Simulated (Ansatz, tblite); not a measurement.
# The cluster Al₁₇As₁₇H₄₀: which spin state is lowest

Aim: set other spin states of the cluster Al₁₇As₁₇H₄₀ against its singlet, on many levels of theory.

The runs use Ansatz 0.2.0, Gaussian basis; as each input shows.

The runs, in order: triplet, at the geometry of the singlet (GFN1-xTB, GFN2-xTB, PBE0-D4/def2-SVP, PBE-D4/def2-SVP); the singlet's energies come from earlier runs.

1 further run of the same task is left out (set aside as unsound or not needed). Runs told in other sessions of the task aren't counted.

**1. The geometry**

The singlet was relaxed beforehand with PBE-D4/def2-SVP.

74 atoms, charge 0, spin multiplicity 1.

Bond lengths: As1–Al2 2.540 Å, As1–Al7 2.481 Å, As1–H35 1.525 Å, As1–H36 1.521 Å, Al2–As4 2.483 Å, Al2–H37 1.600 Å, Al2–H38 1.622 Å, Al3–As4 2.520 Å, Al3–As10 2.539 Å, Al3–H39 1.609 Å, Al3–H40 1.609 Å, As4–Al5 2.484 Å, As4–Al12 2.415 Å, Al5–As6 2.546 Å, Al5–H41 1.600 Å, Al5–H42 1.619 Å, As6–Al17 2.481 Å, As6–H43 1.522 Å and more. Angles: Al2–As1–Al7 111.2°, Al2–As1–H35 116.6°, Al2–As1–H36 113.4°, Al7–As1–H35 108.6°, Al7–As1–H36 107.0°, H35–As1–H36 99.0°, As1–Al2–As4 98.3°, As1–Al2–H37 110.6°, As1–Al2–H38 99.2°, As4–Al2–H37 115.5°, As4–Al2–H38 109.5°, H37–Al2–H38 120.3°, As4–Al3–As10 102.3°, As4–Al3–H39 108.5°, As4–Al3–H40 108.1°, As10–Al3–H39 106.7°, As10–Al3–H40 107.1°, H39–Al3–H40 122.3° and more.

**2. Triplet at the fixed geometry, GFN1-xTB**

Tight binding, by tblite at 300 K electronic temperature and without a spin-polarisation term:

```python
tblite.interface.Calculator('GFN1-xTB', numbers, positions, charge=0, uhf=2).singlepoint()
```

Energy -2294.4718 eV; 2.9 s.

**3. Triplet at the fixed geometry, GFN2-xTB**

Tight binding, by tblite at 300 K electronic temperature and without a spin-polarisation term:

```python
tblite.interface.Calculator('GFN2-xTB', numbers, positions, charge=0, uhf=2).singlepoint()
```

Energy -2149.4094 eV; 3.3 s.

**4. Triplet at the fixed geometry, PBE0-D4/def2-SVP**

Input file in.yaml:

```yaml
crystal:
  periodic: [false, false, false]
  atoms:
    - {symbol: As, position_ang: [-1.459853, -5.212675, -0.568564]}
    - {symbol: Al, position_ang: [-3.318283, -4.193523, 0.831782]}
    - {symbol: Al, position_ang: [-3.668139, -2.127745, -2.896173]}
    - {symbol: As, position_ang: [-3.542893, -2.039045, -0.381077]}
    - {symbol: Al, position_ang: [-5.393511, -0.833511, 0.754627]}
    - {symbol: As, position_ang: [-5.257962, 1.348866, -0.549855]}
    - {symbol: Al, position_ang: [0.752355, -4.285861, 0.065203]}
    - {symbol: As, position_ang: [0.595020, -4.268409, 2.599874]}
    - {symbol: Al, position_ang: [0.523028, -2.058478, -2.980600]}
    - {symbol: As, position_ang: [-1.563941, -0.886585, -3.588227]}
    - {symbol: As, position_ang: [0.523543, -1.908957, -0.480714]}
    - {symbol: Al, position_ang: [-1.556771, -0.874861, 0.348634]}
    - {symbol: Al, position_ang: [0.396913, -2.100849, 3.844942]}
    - {symbol: As, position_ang: [-1.463359, -0.804312, 2.849958]}
    - {symbol: Al, position_ang: [-1.530371, 1.507535, -2.983875]}
    - {symbol: As, position_ang: [-1.401952, 1.439171, -0.483556]}
    - {symbol: Al, position_ang: [-3.352417, 2.806697, 0.082616]}
    - {symbol: Al, position_ang: [-1.574753, 1.461907, 3.847954]}
    - {symbol: As, position_ang: [-3.406688, 2.653714, 2.617473]}
    - {symbol: Al, position_ang: [4.614893, -2.219613, -3.035099]}
    - {symbol: As, position_ang: [2.590568, -0.838857, -3.599191]}
    - {symbol: As, position_ang: [4.477511, -1.906848, -0.482964]}
    - {symbol: Al, position_ang: [2.472026, -0.756644, 0.413955]}
    - {symbol: As, position_ang: [2.339411, -0.827438, 2.911267]}
    - {symbol: Al, position_ang: [2.685088, 1.549200, -2.928005]}
    - {symbol: As, position_ang: [0.572521, 2.665061, -3.606872]}
    - {symbol: As, position_ang: [2.637512, 1.526837, -0.418862]}
    - {symbol: Al, position_ang: [0.581265, 2.547360, 0.394601]}
    - {symbol: Al, position_ang: [2.468994, 1.425424, 3.969770]}
    - {symbol: As, position_ang: [0.490804, 2.492557, 2.893187]}
    - {symbol: Al, position_ang: [0.465903, 5.119637, -3.069917]}
    - {symbol: As, position_ang: [0.562486, 4.855107, -0.509886]}
    - {symbol: Al, position_ang: [4.659652, 2.773826, 0.330362]}
    - {symbol: As, position_ang: [4.473021, 2.418792, 2.862618]}
    - {symbol: H, position_ang: [-1.366610, -6.734681, -0.575304]}
    - {symbol: H, position_ang: [-1.629520, -4.977846, -2.061888]}
    - {symbol: H, position_ang: [-4.615128, -5.130928, 0.814446]}
    - {symbol: H, position_ang: [-2.500671, -3.954353, 2.212191]}
    - {symbol: H, position_ang: [-3.479419, -3.655603, -3.363201]}
    - {symbol: H, position_ang: [-4.920204, -1.233638, -3.365477]}
    - {symbol: H, position_ang: [-6.837323, -1.487507, 0.536355]}
    - {symbol: H, position_ang: [-4.921551, -0.327408, 2.218040]}
    - {symbol: H, position_ang: [-5.140454, 1.128801, -2.051364]}
    - {symbol: H, position_ang: [-6.526503, 2.196170, -0.541609]}
    - {symbol: H, position_ang: [2.113979, -5.007381, -0.355404]}
    - {symbol: H, position_ang: [-0.361347, -5.299198, 3.181438]}
    - {symbol: H, position_ang: [1.894174, -4.870733, 3.138594]}
    - {symbol: H, position_ang: [0.557471, -3.610019, -3.393605]}
    - {symbol: H, position_ang: [-1.578284, -0.897152, -5.117114]}
    - {symbol: H, position_ang: [0.418924, -2.272155, 5.431243]}
    - {symbol: H, position_ang: [-2.732349, -1.491176, 3.333916]}
    - {symbol: H, position_ang: [-2.850417, 2.317797, -3.406247]}
    - {symbol: H, position_ang: [-3.321167, 4.350503, -0.330207]}
    - {symbol: H, position_ang: [-1.701301, 1.568191, 5.435587]}
    - {symbol: H, position_ang: [-4.747041, 2.182491, 3.161063]}
    - {symbol: H, position_ang: [-3.430565, 4.066979, 3.194346]}
    - {symbol: H, position_ang: [4.299369, -3.777555, -3.237389]}
    - {symbol: H, position_ang: [5.976954, -1.507102, -3.483076]}
    - {symbol: H, position_ang: [2.600651, -0.798562, -5.126890]}
    - {symbol: H, position_ang: [4.661768, -3.219691, 0.268258]}
    - {symbol: H, position_ang: [5.677452, -1.156697, 0.083928]}
    - {symbol: H, position_ang: [3.595690, -1.550709, 3.391839]}
    - {symbol: H, position_ang: [4.001824, 2.312453, -3.423212]}
    - {symbol: H, position_ang: [0.613786, 2.640282, -5.134544]}
    - {symbol: H, position_ang: [2.473682, 1.450066, 5.565831]}
    - {symbol: H, position_ang: [0.504148, 3.940441, 3.376850]}
    - {symbol: H, position_ang: [-1.001620, 5.699512, -3.348059]}
    - {symbol: H, position_ang: [1.825210, 5.870501, -3.461749]}
    - {symbol: H, position_ang: [-0.555344, 5.620314, 0.189269]}
    - {symbol: H, position_ang: [1.751574, 5.574141, 0.114429]}
    - {symbol: H, position_ang: [5.992868, 1.995324, -0.098484]}
    - {symbol: H, position_ang: [4.417041, 4.350754, 0.149485]}
    - {symbol: H, position_ang: [5.628655, 1.565461, 3.378383]}
    - {symbol: H, position_ang: [4.819950, 3.682466, 3.643932]}
basis:
  gaussian: {orbitals: def2-SVP, fitting: {mean_field: def2-universal-jkfit}}
magnetization: {spin_polarized: true, initial_magnetization: 2}
hamiltonian: {xc: pbe0, dispersion: d4}
scf: {omitted_lower_state_checks: [starts]}
output: {orbitals: {seedname: orbitals}}
```

On the command line:

```bash
$ ansatz run in.yaml --threads 11 --pin off --events-out ev --progress --plain --max-ram 174080MiB --backend cuda --devices 0, --max-vram 75GiB
```

The program printed:

```text
Functional definition: PBE0
  name "PBE0"
  cite "Adamo & Barone, J. Chem. Phys. 110, 6158 (1999) doi:10.1063/1.478522"
  cite "Perdew, Burke & Ernzerhof, Phys. Rev. Lett. 77, 3865 (1996) doi:10.1103/PhysRevLett.77.3865"
  parent pbe
  parameter a = 0.25
  parameter kappa = 0.804
  parameter beta = 0.06672455060314922
  exchange = (1 - a)*pbe_x(kappa = kappa, mu = beta*pi^2/3) + a*exact_x
  correlation = pbe_c(beta = beta)
these checks for a lower state are left out or cut short: starts
7418 factors; integrals over basis functions are off by at most 3.6e-1 eV
mean field evaluation 1: about -1146783.5406 eV, gradient 3.0e1 eV
mean field evaluation 2: about -1146786.1976 eV, gradient 2.1e1 eV
mean field evaluation 4: about -1146788.1537 eV, gradient 4.7e0 eV
mean field evaluation 8: about -1146788.2805 eV, gradient 8.7e-1 eV
mean field evaluation 16: about -1146788.2885 eV, gradient 1.9e-2 eV
mean field evaluation 32: about -1146788.2887 eV, gradient 3.4e-4 eV
mean field -1146788.28868838 eV, -42143.6922882774 hartree, gradient 3.0e-6 eV, S^2 2.004861; 0 other end points of the search recorded, 0 dependent functions left out
reference -1146788.28878590 eV, -42143.6922918610 hartree; 412, 410 occupied and 638, 640 virtual orbitals, 7418 factors
Total energy: -1146794.40593596 eV, -42143.9170929794 hartree
Checks for a lower state left out: starts
```

Run time: 50 s. Hardware: 1 × H100 with 11 threads of AMD EPYC 7R13, shared host; peak host memory 2.2 GiB.

Report: HOMO -2.93 eV, LUMO -6.07 eV (over both spins; with the spin held, an empty level of the minority spin lies below the top filled one); ⟨S²⟩ 2.005 (pure: 2.00).

**5. Triplet at the fixed geometry, PBE-D4/def2-SVP**

start.molden holds the orbitals of an earlier run on this state, given as this run's starting guess.

Changes to in.yaml since step 4:

```diff
@@ -78,5 +78,5 @@
 basis:
-  gaussian: {orbitals: def2-SVP, fitting: {mean_field: def2-universal-jkfit}}
+  gaussian: {orbitals: def2-SVP, fitting: {mean_field: def2-universal-jkfit}, initial_orbitals: start.molden}
 magnetization: {spin_polarized: true, initial_magnetization: 2}
-hamiltonian: {xc: pbe0, dispersion: d4}
+hamiltonian: {xc: pbe, dispersion: d4}
 scf: {omitted_lower_state_checks: [starts]}
```

Launched as before.

The program printed:

```text
Functional definition: PBE
  name "PBE"
  cite "Perdew, Burke & Ernzerhof, Phys. Rev. Lett. 77, 3865 (1996) doi:10.1103/PhysRevLett.77.3865"
  parent pbe
  parameter kappa = 0.804
  parameter beta = 0.06672455060314922
  exchange = pbe_x(kappa = kappa, mu = beta*pi^2/3)
  correlation = pbe_c(beta = beta)
these checks for a lower state are left out or cut short: starts
7418 factors; integrals over basis functions are off by at most 3.6e-1 eV
mean field evaluation 1: about -1146743.6327 eV, gradient 1.6e1 eV
mean field evaluation 2: about -1146744.5590 eV, gradient 1.0e0 eV
mean field evaluation 4: about -1146744.5637 eV, gradient 1.1e-1 eV
mean field evaluation 8: about -1146744.5642 eV, gradient 1.3e-4 eV
mean field evaluation 16: about -1146744.5642 eV, gradient 7.1e-6 eV
mean field -1146744.56419225 eV, -42142.0854426822 hartree, gradient 7.1e-6 eV, S^2 2.002041; 0 other end points of the search recorded, 0 dependent functions left out
reference -1146744.56432347 eV, -42142.0854475045 hartree; 412, 410 occupied and 638, 640 virtual orbitals, 7418 factors
Total energy: -1146751.17623920 eV, -42142.3284309256 hartree
Checks for a lower state left out: starts
```

Wall time 20 s (1 × H100 with 11 threads of AMD EPYC 7R13, shared host); peak host memory 2 GiB.

HOMO -2.60 eV, LUMO -5.97 eV (over both spins; with the spin held, an empty level of the minority spin lies below the top filled one); ⟨S²⟩ 2.002 (pure: 2.00).

**6. Triplet less singlet, vertical**

The singlet's energies are those of its earlier runs, whose logs aren't repeated here.

| level | triplet less singlet, vertical (kJ/mol) | time |
| --- | --- | --- |
| GFN1-xTB | +299.2 | 4.9 s |
| GFN2-xTB | +219.8 | 5.7 s |
| PBE-D4/def2-SVP | +311.2 | 29 s |
| PBE0-D4/def2-SVP | +375.4 | 67 s |

Times add the two runs; a level without a time comes out of a correlated run. Tight binding without a spin term can't rank spin states.

**7. Results**

```
                                               quantity                                       value
triplet less singlet, vertical, functionals in def2-SVP  +311.2 (PBE-D4) to +375.4 kJ/mol (PBE0-D4)
```

All functionals put the triplet above the singlet, over a spread of 64.2 kJ/mol. The checks for a lower triplet were left out, so another state of that spin may lie lower. These are electronic energies, without zero-point motion, entropy or surroundings.
